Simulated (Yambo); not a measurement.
# Ag (Fm-3m) in Yambo: notebook, part 2 of 2

Yambo 5.3.0.

## (5) Optical spectrum, PBEsol (volume scaled by 1.04)

Input file optics1.in:

```
optics
chi
Chimod= "HARTREE"
% BndsRnXd
 1 | 35 |
%
NGsBlkXd= 2 Ry
% LongDrXd
 1 | 1 | 0 |
%
% QpntsRXd
 1 | 1 |
%
% EnRngeXd
 0 | 30 | eV
%
% DmRngeXd
 0.1 | 0.1 | eV
%
ETStpsXd= 300
```

Input file scf.in:

```
&CONTROL
  calculation = 'scf'
  prefix = 'pwscf'
  outdir = './tmp'
  pseudo_dir = './pseudo'
/
&SYSTEM
  ibrav = 0
  nat = 1
  ntyp = 1
  ecutwfc = 82
  nbnd = 16
  occupations = 'smearing'
  smearing = 'fd'
  degauss = 0.00367493
  force_symmorphic = .true.
/
&ELECTRONS
  conv_thr = 2d-10
  electron_maxstep = 120
  mixing_beta = 0.5
/
ATOMIC_SPECIES
Ag   107.8682 Ag.upf
CELL_PARAMETERS angstrom
   0.0000000000    2.0696313722    2.0696313722
   2.0696313722    0.0000000000    2.0696313722
   2.0696313722    2.0696313722    0.0000000000
ATOMIC_POSITIONS crystal
Ag     0.0000000000    0.0000000000    0.0000000000
K_POINTS automatic
14 14 14 0 0 0
```

Input file nscf.in:

```
&CONTROL
  calculation = 'nscf'
  prefix = 'pwscf'
  outdir = './tmp'
  pseudo_dir = './pseudo'
/
&SYSTEM
  ibrav = 0
  nat = 1
  ntyp = 1
  ecutwfc = 82
  nbnd = 35
  occupations = 'smearing'
  smearing = 'fd'
  degauss = 0.00367493
  force_symmorphic = .true.
/
&ELECTRONS
  conv_thr = 1d-08
  diago_full_acc = .true.
  diago_thr_init = 1d-06
/
ATOMIC_SPECIES
Ag   107.8682 Ag.upf
CELL_PARAMETERS angstrom
   0.0000000000    2.0696313722    2.0696313722
   2.0696313722    0.0000000000    2.0696313722
   2.0696313722    2.0696313722    0.0000000000
ATOMIC_POSITIONS crystal
Ag     0.0000000000    0.0000000000    0.0000000000
K_POINTS automatic
14 14 14 0 0 0
```

Potentials or basis: PseudoDojo 0.4.1 SR PBEsol standard.

Run with:

```console
$ OMP_NUM_THREADS=1 pw.x -in scf.in > scf.out
$ OMP_NUM_THREADS=1 pw.x -in nscf.in > nscf.out
$ cd tmp/pwscf.save; p2y; mv SAVE ../..; cd ../..
$ OMP_NUM_THREADS=1 yambo
$ OMP_NUM_THREADS=1 yambo -F optics1.in -J optics1 -C optics1_out
```

Yambo's report:

```text
[... sections 02.01 to 02.04 as in the set-up run ...]

  [02.05] Energies & Occupations
  ==============================

  [X] === General ===
  [X] Electronic Temperature                        :  0.258606E-1   300.100    [eV K]
  [X] Bosonic    Temperature                        :  0.258606E-1   300.100    [eV K]
  [X] Finite Temperature mode                       : yes
  [X] El. density                                   :  0.10716E+25 [cm-3]
  [X] Fermi Level                                   :  16.29417 [eV]

  [X] === Gaps and Widths ===
  [X] Conduction Band Min                           :  16.29417 [eV]
  [X] Valence Band Max                              :  16.29417 [eV]
  [X] Filled Bands                                  :   9
  [X] Metallic Bands                                :  10  10
  [X] Empty Bands                                   :   11   35

  [X] === Metallic Characters ===
  [X] N of el / N of met el                         :  19.00000   1.11476
  [X] Average metallic occ.                         :  0.278690

  [WARNING] [X] Metallic system

 [03] Transferred momenta grid and indexing
 ==========================================

 IBZ Q-points                                      :  104
 BZ  Q-points                                      :  2744

 K/Q-points units:
 rlu = crystal or reduced units; cc = cartesian coordinates; iku = interal k-units

 Q [  1]        [rlu]:  0.000000  0.000000  0.000000
 Q [  2]        [rlu]: -0.11504E-17 -0.11504E-17  0.71429E-01
 Q [  3]        [rlu]:  0.47791E-17  0.47791E-17  0.14286
 Q [  4]        [rlu]:  0.16473E-17  0.16473E-17  0.21429
 Q [  5]        [rlu]:  0.95582E-17  0.95582E-17  0.28571
 Q [  6]        [rlu]:  0.40980E-16  0.40980E-16  0.35714
[... 42 lines left out ...]
 Q [ 49]        [rlu]: -0.61218E-17  0.35714      0.35714
 Q [ 50]        [rlu]: -0.99297E-17  0.35714      0.42857

 Remaining 54 points informations can be written running with -fatlog

 [04] Dipoles
 ============

  [04.01] Setup: observables and procedures
  =========================================

  [WF-Oscillators/G space/Transverse up loader] Normalization (few states)  min/max  :  0.32186E-16   1.0000

  [WR./optics1//ndb.dipoles]------------------------------------------------------
   Brillouin Zone Q/K grids (IBZ/BZ)                :   104  2744   104  2744
   RL vectors                                       :  2085 [WF]
   Fragmentation                                    : yes
   Electronic Temperature                           :  300.1000 [K]
   Bosonic    Temperature                           :  300.1000 [K]
   DIP band range                                   :    1   35
   DIP band range limits                            :  10  10
   DIP e/h energy range                             : -1.000000 -1.000000 [eV]
   RL vectors in the sum                            :  2085
   [r,Vnl] included                                 : yes
   Bands ordered                                    : yes
   Direct v evaluation                              : no
   Approach used                                    : G-space v
   Dipoles computed                                 : R V P [G-space]
   Wavefunctions                                    : Perdew, Burke & Ernzerhof SOL(X)+Perdew, Burke & Ernzerhof SOL(C)

  [WARNING] [r,Vnl^pseudo] included in position and velocity dipoles.

  [WARNING] In case H contains other non local terms, these are neglected

 [05] Optics
 ===========

 [X-CG] R(p) Tot o/o(of R):    22368   670488      100

 [WARNING] The system is a metal but Drude term not included.
```

Run time: 58 s. Hardware: 1 thread of Arm Neoverse V1, shared host; peak memory 0.61 GiB.

Results:

| Property | Result |
| --- | --- |
| Band gap on the k mesh, mean-field level | none (metal or under the smearing width) |
| Peak of the energy-loss function | 23.8 eV |

Dielectric function (along the field direction of the input):
| energy (eV) | real part | imaginary part |
| --- | --- | --- |
| 0.30 | 4.91 | 0.01 |
| 0.90 | 5.03 | 0.03 |
| 1.61 | 5.38 | 0.08 |
| 2.31 | 6.30 | 0.23 |
| 3.01 | 7.82 | 2.54 |
| 3.61 | 7.86 | 6.76 |
| 4.31 | 3.98 | 5.79 |
| 5.02 | 3.62 | 5.01 |
| 5.72 | 2.21 | 2.64 |
| 6.32 | 1.58 | 2.60 |
| 7.02 | 2.07 | 1.92 |
| 7.73 | 2.47 | 2.11 |
| 8.43 | 2.12 | 1.84 |
| 9.03 | 1.86 | 0.95 |
| 9.73 | 1.74 | 2.15 |
| 10.43 | 1.39 | 1.70 |
| 11.14 | 1.83 | 1.65 |
| 11.74 | 1.78 | 1.69 |
| 12.44 | 1.59 | 1.81 |
| 13.14 | 1.30 | 1.88 |
| 13.85 | 1.10 | 2.00 |
| 14.45 | 0.93 | 1.33 |
| 15.15 | 0.86 | 1.21 |
| 15.85 | 0.96 | 1.23 |
| 16.56 | 1.04 | 1.05 |
| 17.16 | 1.03 | 1.08 |
| 17.86 | 1.05 | 1.03 |
| 18.56 | 1.11 | 1.10 |
| 19.26 | 1.25 | 0.82 |
| 19.97 | 1.41 | 1.52 |

Energy-loss function:
```tsv
energy (eV)	loss
0.0	0.000
1.3	0.002
2.6	0.011
3.9	0.152
5.2	0.275
6.5	0.350
7.8	0.229
9.1	0.168
10.4	0.353
11.7	0.280
13.0	0.343
14.3	0.542
15.7	0.391
17.0	0.547
18.3	0.392
19.6	0.271
20.9	0.611
22.2	0.734
23.5	1.151
24.8	0.620
26.1	0.453
27.4	0.535
28.7	0.462
30.0	0.532
```

Caveat: the intraband (Drude) term of the metal is left out; these spectra lack excitons.

## (6) Optical spectrum, PBEsol (volume scaled by 1.04)

Input file optics2.in:

```
optics
chi
tddft
Chimod= "ALDA"
% BndsRnXd
 1 | 35 |
%
NGsBlkXd= 4 Ry
% LongDrXd
 1 | 1 | 0 |
%
% QpntsRXd
 1 | 1 |
%
% EnRngeXd
 0 | 20 | eV
%
% DmRngeXd
 0.1 | 0.1 | eV
%
ETStpsXd= 200
FxcGRLc= 4 Ry
VXCRLvcs= 4 Ry
```

scf.in is that of step 5.

nscf.in is that of step 5.

Potentials or basis: PseudoDojo 0.4.1 SR PBEsol standard.

Run with:

```console
$ OMP_NUM_THREADS=1 pw.x -in scf.in > scf.out
$ OMP_NUM_THREADS=1 pw.x -in nscf.in > nscf.out
$ cd tmp/pwscf.save; p2y; mv SAVE ../..; cd ../..
$ OMP_NUM_THREADS=1 yambo
$ OMP_NUM_THREADS=1 yambo -F optics2.in -J optics2 -C optics2_out
```

Yambo's report:

```text
[... sections 02.01 to 02.04 as in the set-up run ...]

  [02.05] Energies & Occupations
  ==============================

  [X] === General ===
  [X] Electronic Temperature                        :  0.258606E-1   300.100    [eV K]
  [X] Bosonic    Temperature                        :  0.258606E-1   300.100    [eV K]
  [X] Finite Temperature mode                       : yes
  [X] El. density                                   :  0.10716E+25 [cm-3]
  [X] Fermi Level                                   :  16.29417 [eV]

  [X] === Gaps and Widths ===
  [X] Conduction Band Min                           :  16.29417 [eV]
  [X] Valence Band Max                              :  16.29417 [eV]
  [X] Filled Bands                                  :   9
  [X] Metallic Bands                                :  10  10
  [X] Empty Bands                                   :   11   35

  [X] === Metallic Characters ===
  [X] N of el / N of met el                         :  19.00000   1.11476
  [X] Average metallic occ.                         :  0.278690

  [WARNING] [X] Metallic system

 [03] Transferred momenta grid and indexing
 ==========================================

 IBZ Q-points                                      :  104
 BZ  Q-points                                      :  2744

 K/Q-points units:
 rlu = crystal or reduced units; cc = cartesian coordinates; iku = interal k-units

 Q [  1]        [rlu]:  0.000000  0.000000  0.000000
 Q [  2]        [rlu]: -0.11504E-17 -0.11504E-17  0.71429E-01
 Q [  3]        [rlu]:  0.47791E-17  0.47791E-17  0.14286
 Q [  4]        [rlu]:  0.16473E-17  0.16473E-17  0.21429
 Q [  5]        [rlu]:  0.95582E-17  0.95582E-17  0.28571
 Q [  6]        [rlu]:  0.40980E-16  0.40980E-16  0.35714
[... 42 lines left out ...]
 Q [ 49]        [rlu]: -0.61218E-17  0.35714      0.35714
 Q [ 50]        [rlu]: -0.99297E-17  0.35714      0.42857

 Remaining 54 points informations can be written running with -fatlog

 [04] Dipoles
 ============

  [04.01] Setup: observables and procedures
  =========================================

  [WF-Oscillators/G space/Transverse up loader] Normalization (few states)  min/max  :  0.32186E-16   1.0000

  [WR./optics2//ndb.dipoles]------------------------------------------------------
   Brillouin Zone Q/K grids (IBZ/BZ)                :   104  2744   104  2744
   RL vectors                                       :  2085 [WF]
   Fragmentation                                    : yes
   Electronic Temperature                           :  300.1000 [K]
   Bosonic    Temperature                           :  300.1000 [K]
   DIP band range                                   :    1   35
   DIP band range limits                            :  10  10
   DIP e/h energy range                             : -1.000000 -1.000000 [eV]
   RL vectors in the sum                            :  2085
   [r,Vnl] included                                 : yes
   Bands ordered                                    : yes
   Direct v evaluation                              : no
   Approach used                                    : G-space v
   Dipoles computed                                 : R V P [G-space]
   Wavefunctions                                    : Perdew, Burke & Ernzerhof SOL(X)+Perdew, Burke & Ernzerhof SOL(C)

  [WARNING] [r,Vnl^pseudo] included in position and velocity dipoles.

  [WARNING] In case H contains other non local terms, these are neglected

 [05] Optics
 ===========

 [xc] Functional : Perdew, Burke & Ernzerhof SOL(X)+Perdew, Burke & Ernzerhof SOL(C)
 [xc] LIBXC used to calculate xc functional
  PP Number of Atomic Species                      :  1
  NLCC RL compoments                               :  12039
 [X-CG] R(p) Tot o/o(of R):    22368   670488      100

 [WARNING] The system is a metal but Drude term not included.
```

o-optics2.eps_q1_inv_alda_dyson:

```text
# Absorption @ Q(1):  0.707106781     0.707106781      0.00000000    [q->0 direction]
#
# [ X ] Hartree size                              :  27
# [GEN] GF Energies                               : Perdew, Burke & Ernzerhof SOL(X)+Perdew, Burke & Ernzerhof SOL(C)
# [GEN] Green`s Function                          : Retarded
#
# [GEN] Gauge                                     : Length
# [GEN] [r,Vnl] included                          : yes
#
#    E[1] [eV]          Im(eps)            Re(eps)            Im(eps_o)          Re(eps_o)
#
        0.000000          -0.775228E-8        4.943041           0.41161E-18        5.114286
        0.100503           0.003149           4.944618           0.003179           5.115877
        0.201005           0.006324           4.949362           0.006385           5.120667
        0.301508           0.009554           4.957312           0.009646           5.128694
        0.402010           0.012868           4.968538           0.012992           5.140029
        0.502513           0.016296           4.983139           0.016452           5.154770
[... 192 lines left out ...]
        19.89950           1.490283           1.451073           1.811839           1.629111
        20.00000           1.655447           1.366648           1.994066           1.516894
#
```

Wall time 60 s (1 thread of Arm Neoverse V1, shared host); peak memory 0.61 GiB.

Results:

- Band gap on the k mesh, mean-field level: none (metal or under the smearing width)

Dielectric function (along the field direction of the input):
```csv
energy (eV),real part,imaginary part
0.30,4.96,0.01
1.31,5.25,0.05
2.31,6.37,0.24
3.32,6.13,4.11
4.42,2.67,6.72
5.43,1.38,2.06
6.43,1.20,2.47
7.54,2.08,1.77
8.54,1.90,2.14
9.55,1.92,2.02
10.65,1.56,1.43
11.66,1.75,1.57
12.66,1.77,2.08
13.77,1.34,2.06
14.77,1.06,1.68
15.78,0.89,1.47
16.88,1.05,1.33
17.89,1.07,1.09
18.89,1.31,1.04
20.00,1.37,1.66
```

Caveat: the LDA kernel is used on GGA states, which is inconsistent by a few percent; the intraband (Drude) term of the metal is left out; these spectra lack excitons.

## (7) Summary

```csv
task,level,potentials or basis,cell,k mesh,k mesh of the self-consistent run,direction of the field or of q to 0,broadening,kernel,top of the energy range,mesh quality,gap on the mesh (eV)
optical spectrum,PBE,PseudoDojo 0.4.1 SR PBE standard,as given,6 × 6 × 6,12 × 12 × 12,y,0.05 eV,Hartree (RPA with local fields),10 eV,coarse,none
energy-loss spectrum,PBE,PseudoDojo 0.4.1 SR PBE standard,as given,6 × 6 × 6,12 × 12 × 12,-,0.5 eV,Hartree (RPA with local fields),40 eV,coarse,none
optical spectrum,PBEsol,PseudoDojo 0.4.1 SR PBEsol standard,volume scaled by 1.04,14 × 14 × 14,14 × 14 × 14,x + y,0.1 eV,none (independent particles),15 eV,not flagged,none
optical spectrum,PBEsol,PseudoDojo 0.4.1 SR PBEsol standard,volume scaled by 1.04,14 × 14 × 14,14 × 14 × 14,x + y,0.1 eV,Hartree (RPA with local fields),30 eV,not flagged,none
optical spectrum,PBEsol,PseudoDojo 0.4.1 SR PBEsol standard,volume scaled by 1.04,14 × 14 × 14,14 × 14 × 14,x + y,0.1 eV,adiabatic LDA,20 eV,not flagged,none
```

Alike in all rows: no spin polarisation; cutoff (eV) 1116; smearing fermi-dirac 0.05 eV.

Caveats: some runs use coarse meshes; the intraband (Drude) term of the metal is left out (some runs); these spectra lack excitons (some runs); spectra need much finer meshes, so this one isn't converged (some runs); loss spectra need finer meshes, so the fine structure isn't converged (some runs); independent-particle spectra lack excitons (some runs); the LDA kernel is used on GGA states, which is inconsistent by a few percent (some runs).

Total energies depend on the potentials used, so only differences within one code and one set of settings carry meaning.
